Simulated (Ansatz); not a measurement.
# Ta3N (P-3m1) in Ansatz: notebook

Runs on Ta3N. Level: PBE. Tasks: band structure, single point, equation of state.

All numbers are computed with Ansatz 0.2.0; they aren't measurements. Logs are shortened: lines on timing, memory, paths and dates and some standing lists are left out, and cuts for length are marked.

### Step 1. The crystal as given

Symmetry: P-3m1, No. 164, trigonal system. Conventional cell: a = 3.032 Å, b = 3.032 Å, c = 7.524 Å, α = 90.00°, β = 90.00°, γ = 120.00°. Ta (site symmetry 3m) has 3 N at 2.19 Å as nearest neighbours. Ta (site symmetry -3m) has 12 Ta at 3.01 to 3.03 Å as nearest neighbours. Around N (site symmetry -3m) lie 6 Ta at 2.19 Å.

The cell comes from a database or a generator and needn't be the stable form of this composition.

### Step 2. Band structure, PBE

Input file input.yaml:

```yaml
crystal:
  lattice:
    - [3.0322239879, 0.0, 0.0]
    - [-1.516111994, 2.6259830035, 0.0]
    - [0.0, 0.0, 7.524137]
  atoms:
    - { symbol: Ta, position: [0.6666666667, 0.3333333333, 0.82607] }
    - { symbol: Ta, position: [0.3333333333, 0.6666666667, 0.17393] }
    - { symbol: Ta, position: [0.0, 0.0, 0.5] }
    - { symbol: "N", position: [0.0, 0.0, 0.0] }
hamiltonian:
  xc: pbe
  pseudopotentials: { kind: paw }
kpoints:
  mp_grid: { grid: [10, 10, 4] }
  band_path:
    path:
      - [[0.0, 0.0, 0.0], [0.5, 0.0, 0.0], [0.3333333333, 0.3333333333, 0.0], [0.0, 0.0, 0.0], [0.0, 0.0, 0.5], [0.5, 0.0, 0.5], [0.3333333333, 0.3333333333, 0.5], [0.0, 0.0, 0.5]]
      - [[0.5, 0.0, 0.5], [0.5, 0.0, 0.0]]
      - [[0.3333333333, 0.3333333333, 0.0], [0.3333333333, 0.3333333333, 0.5]]
    npoints: 14
scf:
  occupations: { method: fermi_dirac, width: 0.05 }
  n_extra_bands: 10
output:
  forces: true
  stress: true
  eigenvalues: true
  fatbands: false
```

Potentials or basis: Ansatz PAW.

Launch:

```bash
ansatz run input.yaml --threads 2 --pin off --max-ram 5632MiB --backend cpu --events-out ev --progress --plain --runs-dir out
```

Output:

```text
Warning: RAYON_NUM_THREADS=2 ignored (pool sized by the plan → 2); use --threads N
scf.n_extra_bands = 10 over 22 filled bands (N_el = 44.0): the run solves 32 bands
Engine: ansatz 0.2.0, aarch64-unknown-linux-gnu
Pseudopotentials: kind: paw
Pseudopotential: Ta, paw, valence charge 13, recommended cutoff 420 eV (normal), Ta.paw.azcp
Pseudopotential: N, paw, valence charge 5, recommended cutoff 420 eV (normal), N.paw.azcp
Functional definition: PBE
  parameter kappa = 0.804
  parameter beta = 0.06672455060314922
  exchange = pbe_x(kappa = kappa, mu = beta*pi^2/3)
  correlation = pbe_c(beta = beta)
Crystal: 4 atoms, lattice volume = 59.911 Å³
Basis set: ecut = 420 eV, 1189 PW (Γ), exchange–correlation on 48×48×108 points (8 copies of the dense FFT grid, shifted against one another)
Bands: 32, of which v1, the nominal top of the filled ones, is band 22 counted from 1 (21 counted from 0)
Symmetry: 12 space group operations
Space group: P-3m1 (ITA 164), of the structure as read, at distance tolerance 3.9e-5 Å
k-points: 50 of 400
Non-local potential: Ta, projectors of the file, l = 0: 3, l = 1: 2, l = 2: 2, l = 3: 1
Non-local potential: N, projectors of the file, l = 0: 2, l = 1: 2, l = 2: 1
PAW form: soft (Blöchl's): semilocal exchange-correlation on the pseudo side does not see the compensation charge
PAW one-centre angular grid: Ta, 590 points (default); XC on 64 Gauss nodes
PAW one-centre angular grid: N, 110 points (default); XC on 64 Gauss nodes
Initial density: superposition of atomic densities (neutral atoms: chi_scale 0, normalization atom), corrected by the library's trained network
Initial wavefunctions: pseudopotential atomic-orbital guess
Functional: x = pbe(κ = 0.804, μ = 0.2195149727645171), c = pbe(β = 0.06672455060314922)
SCF iter   1: F=—  HF=-30182.609077 eV  |F-HF|=—  |Δ(HF+E_count)|=         —  Δρ=8.91e-3  dr2=1.26e-1  ethr=1.77e-3  ⟨swp⟩=5.6  Hψ=6633  notcnv=0  defer=31
preconditioner: auto → Kerker (q_TF=auto, 2.591 Å⁻¹)  [metal: Δε(μ)=0.008 eV  Ē_g=8.304 eV  σ=0.050 eV  W_gap=0.04  n_scr=24 (ndim 8)  ℏωp=21.5 eV  f_vac=0.000  D(μ)=2.67/eV (n_scr^D=24)]
SCF iter   2: F=—  HF=-30182.600934 eV  |F-HF|=—  |Δ(HF+E_count)|=   8.14e-3  Δρ=5.35e-3  dr2=4.58e-2  ethr=2.86e-4  ⟨swp⟩=1.1  Hψ=2003  notcnv=0  defer=46
SCF iter   3: F=—  HF=-30182.596341 eV  |F-HF|=—  |Δ(HF+E_count)|=   4.59e-3  Δρ=7.35e-4  dr2=2.80e-4  ethr=1.04e-4  ⟨swp⟩=1.0  Hψ=1525  notcnv=0  defer=52
SCF iter   4: F=—  HF=-30182.596253 eV  |F-HF|=—  |Δ(HF+E_count)|=   8.86e-5  Δρ=1.74e-4  dr2=3.27e-5  ethr=6.37e-7  ⟨swp⟩=2.0  Hψ=2008  notcnv=0  defer=52
SCF iter   5: F=—  HF=-30182.596258 eV  |F-HF|=—  |Δ(HF+E_count)|=   4.86e-6  Δρ=4.37e-5  dr2=1.21e-6  ethr=7.44e-8  ⟨swp⟩=2.0  Hψ=1959  notcnv=0  defer=55
SCF iter   6: F=-30182.596257 eV  HF=-30182.596257 eV  |F-HF|=3.66e-8  |Δ(HF+E_count)|=   2.01e-7  Δρ=9.09e-6  dr2=6.75e-8  ethr=2.27e-10  ⟨swp⟩=9.7  Hψ=6973  notcnv=0
SCF 1 converged in 6 iterations: F = -30182.596257 eV  dr2 = 6.75e-8
NSCF: frozen V_eff on 129 k-points
SCF converged after 6 iterations
Free energy (F): -30182.596257 eV
Harris-Foulkes:  -30182.596257 eV  (|F-HF|=3.66e-8)
Internal energy: -30182.571260 eV  (E = F + TS)
E sigma→0 (E₀):  -30182.583759 eV
Entropy (-TS):   -0.024997 eV (-6.249 meV/atom)
Fermi energy:    18.871946 eV
--- Per-component energies (eV) ---
  E_band       = -300.405710
  E_kinetic    = 1228.534064
  E_local      = -1893.792237  (includes V_loc(G=0)·N_el)
  E_nonlocal   = 87.430928
  E_hartree    = 662.056767
  E_xc         = -715.825738
  E_vxc        = -689.047669  (∫ρ·V_xc dr)
  E_paw        = -25316.743000  (= ΣΔE_a)
  E_vpaw       = -357.639109  (= ΣTr[D̂ρ^β])
  E_aug_tail   = 0.000542  (compensation charges beyond the density's cutoff)
  E_ewald      = -4234.232586
  E_smearing   = -0.024997  (= −TS)
  E_closure    = -0.000000  (closes the sum)
  Σ components = -30182.596257   (vs F -30182.596257, Δ=0.00e0)
--- Forces (eV/Å), atoms counted from 1 ---
  atom   1  Ta    -0.00000000     0.00000000     0.13296574
  atom   2  Ta     0.00000000     0.00000000    -0.13296574
  atom   3  Ta     0.00000000     0.00000000     0.00000000
  atom   4  N     -0.00000000    -0.00000000     0.00000000
  max |Σ_I F_I| component: 9.25e-18 eV/Å
--- Stress (GPa, compression-positive) ---
       -1.045518       0.000000      -0.000000
       -0.000000      -1.045518      -0.000000
       -0.000000      -0.000000      -0.114896
  P = ⅓ Tr σ = -0.7353 GPa (-7.353 kbar)
--- Band table (eV; the first three rows and the last of 50) ---
  k-point 0: bands = ["-49.4183", "-49.3919", "-48.8530", "-16.2594", "-15.9743", "-15.6387", "-15.6387", "-15.6101", "-15.6101", "-15.1870", "-15.0134", "-15.0134", "1.7856", "10.3737", "12.1183", "13.4588", "13.4588", "15.3192", "17.4658", "18.4056", "18.4056", "18.5628", "19.1452", "19.1452", "19.7927", "20.7213", "20.7213", "21.1629", "21.1629", "22.1816", "22.6828", "22.6828"]
  k-point 1: bands = ["-49.4177", "-49.3925", "-48.8530", "-16.3107", "-15.8917", "-15.6401", "-15.6401", "-15.6086", "-15.6086", "-15.2188", "-15.0135", "-15.0135", "1.7945", "10.2083", "12.3997", "13.4561", "13.4561", "15.2351", "17.4357", "18.2211", "18.5019", "18.5019", "19.2637", "19.2637", "19.9562", "20.4075", "20.4075", "20.9235", "20.9235", "22.6755", "22.8826", "22.8826"]
  k-point 2: bands = ["-49.4171", "-49.3932", "-48.8530", "-16.3481", "-15.8182", "-15.6414", "-15.6414", "-15.6072", "-15.6072", "-15.2557", "-15.0136", "-15.0136", "1.8033", "10.0717", "12.6723", "13.4532", "13.4532", "15.1161", "17.6138", "17.7413", "18.6215", "18.6215", "19.4103", "19.4103", "20.0769", "20.1427", "20.1427", "20.6325", "20.6325", "23.0653", "23.0653", "23.2594"]
  k-point 49: bands = ["-49.3508", "-49.3477", "-48.8022", "-16.2949", "-16.1993", "-16.1248", "-16.0464", "-15.8711", "-15.8508", "-15.4777", "-15.3821", "-15.2086", "2.7040", "11.4176", "11.8677", "12.6805", "16.1221", "16.3524", "16.6728", "17.1917", "17.3501", "17.6100", "18.9384", "19.6797", "21.7986", "22.0307", "22.9544", "23.7048", "23.7214", "23.8024", "24.9123", "25.9805"]
```

bands.tsv:

```text
[... 149 lines left out ...]
7.759755	-68.220272	-68.220272	-67.673302	-35.139700	-35.040929	-35.040929	-34.959066	-34.731256	-34.731256	-34.310382	-34.310382	-34.081402	-16.153697	-7.248347	-7.248347	-6.156397	-2.513636	-2.513636	-2.423024	-1.448899	-1.448899	-1.397068	0.421445	0.421445	3.019026	3.019026	4.593304	4.593304	4.652572	4.708049	6.059319	7.433757
7.789579	-68.220271	-68.220271	-67.673301	-35.140001	-35.041119	-35.041119	-34.958682	-34.730895	-34.730895	-34.310551	-34.310551	-34.081483	-16.153689	-7.247910	-7.247910	-6.156558	-2.515044	-2.515044	-2.412249	-1.449176	-1.449176	-1.412000	0.420387	0.420387	3.018587	3.018587	4.606642	4.606642	4.664569	4.707364	6.053748	7.417842
```

Run time: 4.4 s. Hardware: 2 threads of Arm Neoverse V2, shared host; peak memory 0.37 GiB.

What came out:

```yaml
Free_energy: -30182.5963 eV
Pressure: -0.7 GPa
Largest_force: 0.133 eV/Å
Band_gap_on_the_k_mesh: none (metal or under the smearing width)
```

Forces on the atoms (eV/Å):
```
Ta   0.000  0.000  0.133
Ta   0.000  0.000 -0.133
Ta   0.000  0.000  0.000
N    0.000  0.000  0.000
```

Levels at the corners of the path, in eV from the Fermi level:
| point | band 20 | band 21 | band 22 | band 23 | band 24 | band 25 |
| --- | --- | --- | --- | --- | --- | --- |
| Γ | -0.47 | -0.47 | -0.31 | 0.27 | 0.27 | 0.92 |
| M | -1.19 | -0.51 | 0.17 | 0.69 | 0.86 | 3.48 |
| K | -1.42 | -1.42 | -0.52 | 0.50 | 0.50 | 3.21 |
| Γ | -0.47 | -0.47 | -0.31 | 0.27 | 0.27 | 0.92 |
| A | -1.13 | -0.25 | -0.25 | 0.54 | 0.54 | 1.20 |
| L | -1.34 | -1.26 | 0.15 | 0.93 | 1.24 | 2.41 |
| H | -1.45 | -1.45 | -1.41 | 0.42 | 0.42 | 3.02 |
| A | -1.13 | -0.25 | -0.25 | 0.54 | 0.54 | 1.20 |
| L | -1.34 | -1.26 | 0.15 | 0.93 | 1.24 | 2.41 |
| M | -1.19 | -0.51 | 0.17 | 0.69 | 0.86 | 3.48 |
| K | -1.42 | -1.42 | -0.52 | 0.50 | 0.50 | 3.21 |
| H | -1.45 | -1.45 | -1.41 | 0.42 | 0.42 | 3.02 |

Caveat: spin-orbit coupling is left out, which moves the levels of the heavy elements.

### Step 3. Single point, PBE, 14.08 Å³/atom (volume scaled by 0.94)

Input file input.yaml:

```yaml
crystal:
  lattice:
    - [2.9703244971, 0.0, 0.0]
    - [-1.4851622486, 2.572376472, 0.0]
    - [0.0, 0.0, 7.3705400853]
  atoms:
    - { symbol: Ta, position: [0.6666666667, 0.3333333333, 0.82607] }
    - { symbol: Ta, position: [0.3333333333, 0.6666666667, 0.17393] }
    - { symbol: Ta, position: [0.0, 0.0, 0.5] }
    - { symbol: "N", position: [0.0, 0.0, 0.0] }
hamiltonian:
  xc: pbe
  pseudopotentials: { kind: paw }
kpoints:
  mp_grid: { grid: [10, 10, 4] }
scf:
  occupations: { method: fermi_dirac, width: 0.05 }
output:
  forces: true
  stress: true
  eigenvalues: true
  write_density: true
  write_potential: true
  elf: true
  volumetric_format: npy
```

Potentials or basis: Ansatz PAW.

Launch:

```bash
ansatz run input.yaml --threads 2 --pin off --max-ram 5632MiB --backend cpu --events-out ev --progress --plain --runs-dir out
```

Output:

```text
Warning: RAYON_NUM_THREADS=2 ignored (pool sized by the plan → 2); use --threads N
Engine: ansatz 0.2.0, aarch64-unknown-linux-gnu
Pseudopotentials: kind: paw
Pseudopotential: Ta, paw, valence charge 13, recommended cutoff 420 eV (normal), Ta.paw.azcp
Pseudopotential: N, paw, valence charge 5, recommended cutoff 420 eV (normal), N.paw.azcp
Functional definition: PBE
  parameter kappa = 0.804
  parameter beta = 0.06672455060314922
[... 47 lines left out ...]
  Σ components = -30182.429496   (vs F -30182.429496, Δ=0.00e0)
--- Forces (eV/Å), atoms counted from 1 ---
  atom   1  Ta     0.00000000    -0.00000000    -0.28774695
  atom   2  Ta    -0.00000000     0.00000000     0.28774695
  atom   3  Ta     0.00000000    -0.00000000     0.00000000
  atom   4  N     -0.00000000     0.00000000     0.00000000
  max |Σ_I F_I| component: 5.55e-17 eV/Å
--- Stress (GPa, compression-positive) ---
       15.943276       0.000000       0.000000
        0.000000      15.943276      -0.000000
        0.000000      -0.000000      17.544961
  P = ⅓ Tr σ = 16.4772 GPa (164.772 kbar)
--- Band table (eV; the first three rows and the last of 50) ---
  k-point 0: bands = ["-47.9274", "-47.8911", "-47.3113", "-14.9133", "-14.5644", "-14.1190", "-14.1190", "-14.0850", "-14.0850", "-13.6438", "-13.4365", "-13.4365", "2.8027", "11.3362", "13.3075", "14.4662", "14.4662", "16.4862", "18.8761", "19.6719", "19.6719", "19.8486", "20.4718", "20.4718", "21.1794", "22.1968", "22.1968"]
  k-point 1: bands = ["-47.9265", "-47.8921", "-47.3113", "-14.9798", "-14.4534", "-14.1210", "-14.1210", "-14.0829", "-14.0829", "-13.6897", "-13.4366", "-13.4366", "2.8151", "11.1765", "13.5575", "14.4628", "14.4628", "16.4795", "18.7864", "19.4884", "19.7761", "19.7761", "20.6014", "20.6014", "21.3532", "21.8492", "21.8492"]
  k-point 2: bands = ["-47.9255", "-47.8932", "-47.3112", "-15.0273", "-14.3518", "-14.1227", "-14.1227", "-14.0810", "-14.0810", "-13.7451", "-13.4368", "-13.4368", "2.8275", "11.0406", "13.7951", "14.4593", "14.4593", "16.4541", "18.8696", "19.0224", "19.9054", "19.9054", "20.7629", "20.7629", "21.4821", "21.5569", "21.5569"]
  k-point 49: bands = ["-47.8365", "-47.8322", "-47.2440", "-14.9448", "-14.8194", "-14.7301", "-14.6297", "-14.4146", "-14.3944", "-14.0004", "-13.8899", "-13.6856", "3.7432", "12.4248", "12.8627", "13.7365", "17.2555", "17.5729", "17.8532", "18.4646", "18.6046", "18.9339", "20.2560", "21.0687", "23.3463", "23.6019", "24.6535"]
```

rho_z.tsv:

```text
# z_ang	rho[e/angstrom^3]
# format = ansatz-planar-average/11
# lattice	2.970324497	0.000000000	0.000000000
# lattice	-1.485162249	2.572376472	0.000000000
# lattice	0.000000000	0.000000000	7.370540085
# sites	4
# site	73	1.485162249	0.857458824	6.088582048
# site	73	-0.000000000	1.714917648	1.281958037
# site	73	0.000000000	0.000000000	3.685270043
# site	7	0.000000000	0.000000000	0.000000000
0.000000	8.130499e-1
0.147411	7.930338e-1
0.294822	7.379220e-1
0.442232	6.943887e-1
0.589643	7.344615e-1
0.737054	8.721732e-1
[... 42 lines left out ...]
7.075718	7.379220e-1
7.223129	7.930338e-1
```

v_z.tsv:

```text
# z_ang	v_es[eV]	v_tot[eV]
# format = ansatz-planar-average/11
# xc	pbe
# density_cutoff_ev	1680
# datasets	Ta=:simpson_from_first_knot:soft	N=:simpson_from_first_knot:soft
# lattice	2.970324497	0.000000000	0.000000000
# lattice	-1.485162249	2.572376472	0.000000000
# lattice	0.000000000	0.000000000	7.370540085
# sites	4
# site	73	1.485162249	0.857458824	6.088582048
# site	73	-0.000000000	1.714917648	1.281958037
# site	73	0.000000000	0.000000000	3.685270043
# site	7	0.000000000	0.000000000	0.000000000
0.000000	8.585837e0	-4.628597e0
0.147411	8.875404e0	-4.292249e0
0.294822	9.427382e0	-3.708545e0
0.442232	9.654456e0	-3.577817e0
0.589643	9.018751e0	-4.499533e0
0.737054	7.030739e0	-6.957654e0
[... 42 lines left out ...]
7.075718	9.427382e0	-3.708545e0
7.223129	8.875404e0	-4.292249e0
```

Wall time 2.4 s (2 threads of Arm Neoverse V2, shared host); peak memory 0.35 GiB.

Results:

```yaml
Free_energy: -30182.4295 eV
Pressure: 16.5 GPa
Largest_force: 0.288 eV/Å
Band_gap_on_the_k_mesh: none (metal or under the smearing width)
```

### Step 4. Single point, PBE, 14.38 Å³/atom (volume scaled by 0.96)

Edit input.yaml of step 3 so:

```diff
@@ -2,5 +2,5 @@
   lattice:
-    - [2.9703244971, 0.0, 0.0]
-    - [-1.4851622486, 2.572376472, 0.0]
-    - [0.0, 0.0, 7.3705400853]
+    - [2.9912429644, 0.0, 0.0]
+    - [-1.4956214823, 2.5904923961, 0.0]
+    - [0.0, 0.0, 7.4224470073]
   atoms:
@@ -21,5 +21 @@
   eigenvalues: true
-  write_density: true
-  write_potential: true
-  elf: true
-  volumetric_format: npy
```

Launch:

```bash
ansatz run input.yaml --threads 2 --pin off --max-ram 5632MiB --backend cpu --events-out ev --progress --plain --runs-dir out
```

Wall time 1.8 s (2 threads of Arm Neoverse V2, shared host); peak memory 0.35 GiB.

Results (log left out):

- Free energy: -30182.5287 eV
- Pressure: 10.1 GPa
- Largest force: 0.133 eV/Å
- Band gap on the k mesh: none (metal or under the smearing width)

### Step 5. Single point, PBE, 14.68 Å³/atom (volume scaled by 0.98)

Edit input.yaml of step 4 so:

```diff
@@ -2,5 +2,5 @@
   lattice:
-    - [2.9912429644, 0.0, 0.0]
-    - [-1.4956214823, 2.5904923961, 0.0]
-    - [0.0, 0.0, 7.4224470073]
+    - [3.0118728781, 0.0, 0.0]
+    - [-1.5059364391, 2.6083584255, 0.0]
+    - [0.0, 0.0, 7.4736379147]
   atoms:
```

Launch:

```bash
ansatz run input.yaml --threads 2 --pin off --max-ram 5632MiB --backend cpu --events-out ev --progress --plain --runs-dir out
```

Run time: 1.8 s. Hardware: 2 threads of Arm Neoverse V2, shared host; peak memory 0.36 GiB.

It converged, with:

```yaml
Free_energy: -30182.5827 eV
Pressure: 4.4 GPa
Largest_force: 0.007 eV/Å
Band_gap_on_the_k_mesh: none (metal or under the smearing width)
```

### Step 6. Single point, PBE, 14.98 Å³/atom

Edit input.yaml of step 5 so:

```diff
@@ -2,5 +2,5 @@
   lattice:
-    - [3.0118728781, 0.0, 0.0]
-    - [-1.5059364391, 2.6083584255, 0.0]
-    - [0.0, 0.0, 7.4736379147]
+    - [3.0322239879, 0.0, 0.0]
+    - [-1.516111994, 2.6259830035, 0.0]
+    - [0.0, 0.0, 7.524137]
   atoms:
```

Potentials or basis: Ansatz PAW.

Launch:

```bash
ansatz run input.yaml --threads 2 --pin off --max-ram 5632MiB --backend cpu --events-out ev --progress --plain --runs-dir out
```

It took 1.9 s on 2 threads of Arm Neoverse V2, shared host; peak memory 0.36 GiB.

It converged, with:

| Quantity | Value |
| --- | --- |
| Free energy | -30182.5963 eV |
| Pressure | -0.7 GPa |
| Largest force | 0.133 eV/Å |
| Band gap on the k mesh | none (metal or under the smearing width) |

### Step 7. Single point, PBE, 15.28 Å³/atom (volume scaled by 1.02)

Edit input.yaml of step 6 so:

```diff
@@ -2,5 +2,5 @@
   lattice:
-    - [3.0322239879, 0.0, 0.0]
-    - [-1.516111994, 2.6259830035, 0.0]
-    - [0.0, 0.0, 7.524137]
+    - [3.0523055267, 0.0, 0.0]
+    - [-1.5261527634, 2.6433741262, 0.0]
+    - [0.0, 0.0, 7.573967174]
   atoms:
```

Launch:

```bash
ansatz run input.yaml --threads 2 --pin off --max-ram 5632MiB --backend cpu --events-out ev --progress --plain --runs-dir out
```

Run time: 1.9 s. Hardware: 2 threads of Arm Neoverse V2, shared host; peak memory 0.36 GiB.

Results (log left out):

| Quantity | Value |
| --- | --- |
| Free energy | -30182.5730 eV |
| Pressure | -5.4 GPa |
| Largest force | 0.246 eV/Å |
| Band gap on the k mesh | none (metal or under the smearing width) |

### Step 8. Single point, PBE, 15.58 Å³/atom (volume scaled by 1.04)

Edit input.yaml of step 7 so:

```diff
@@ -2,5 +2,5 @@
   lattice:
-    - [3.0523055267, 0.0, 0.0]
-    - [-1.5261527634, 2.6433741262, 0.0]
-    - [0.0, 0.0, 7.573967174]
+    - [3.0721262478, 0.0, 0.0]
+    - [-1.536063124, 2.6605393743, 0.0]
+    - [0.0, 0.0, 7.6231501572]
   atoms:
```

Launch:

```bash
ansatz run input.yaml --threads 2 --pin off --max-ram 5632MiB --backend cpu --events-out ev --progress --plain --runs-dir out
```

Wall time 1.9 s (2 threads of Arm Neoverse V2, shared host); peak memory 0.36 GiB.

Results (log left out):

```
Free energy            : -30182.5167 eV
Pressure               : -9.6 GPa
Largest force          : 0.349 eV/Å
Band gap on the k mesh : none (metal or under the smearing width)
```

### Step 9. Single point, PBE, 15.88 Å³/atom (volume scaled by 1.06)

Edit input.yaml of step 8 so:

```diff
@@ -2,5 +2,5 @@
   lattice:
-    - [3.0721262478, 0.0, 0.0]
-    - [-1.536063124, 2.6605393743, 0.0]
-    - [0.0, 0.0, 7.6231501572]
+    - [3.0916944585, 0.0, 0.0]
+    - [-1.5458472293, 2.6774859418, 0.0]
+    - [0.0, 0.0, 7.6717065629]
   atoms:
```

Potentials or basis: Ansatz PAW.

Launch:

```bash
ansatz run input.yaml --threads 2 --pin off --max-ram 5632MiB --backend cpu --events-out ev --progress --plain --runs-dir out
```

It took 1.8 s on 2 threads of Arm Neoverse V2, shared host; peak memory 0.36 GiB.

Results (log left out):

| Property | Result |
| --- | --- |
| Free energy | -30182.4306 eV |
| Pressure | -13.4 GPa |
| Largest force | 0.442 eV/Å |
| Band gap on the k mesh | none (metal or under the smearing width) |

### Step 10. Equation of state, PBE

No new run: the results of the series are fitted here.

Results:

* Equilibrium volume: 14.93 Å³/atom
* Bulk modulus at fixed shape and positions: 248 GPa
* Pressure derivative of the bulk modulus: 4.1

Energy against volume, from the lowest point:
| volume (Å³/atom) | energy (meV/atom) |
| --- | --- |
| 14.079 | 41.69 |
| 14.379 | 16.90 |
| 14.678 | 3.38 |
| 14.978 | 0.00 |
| 15.277 | 5.81 |
| 15.577 | 19.88 |
| 15.877 | 41.42 |

Caveat: the cell was scaled at fixed shape and fractional positions, which overstates the stiffness of a crystal with free parameters, most of all of layers and chains. Spin-orbit coupling is left out, which matters for the levels of Ta.
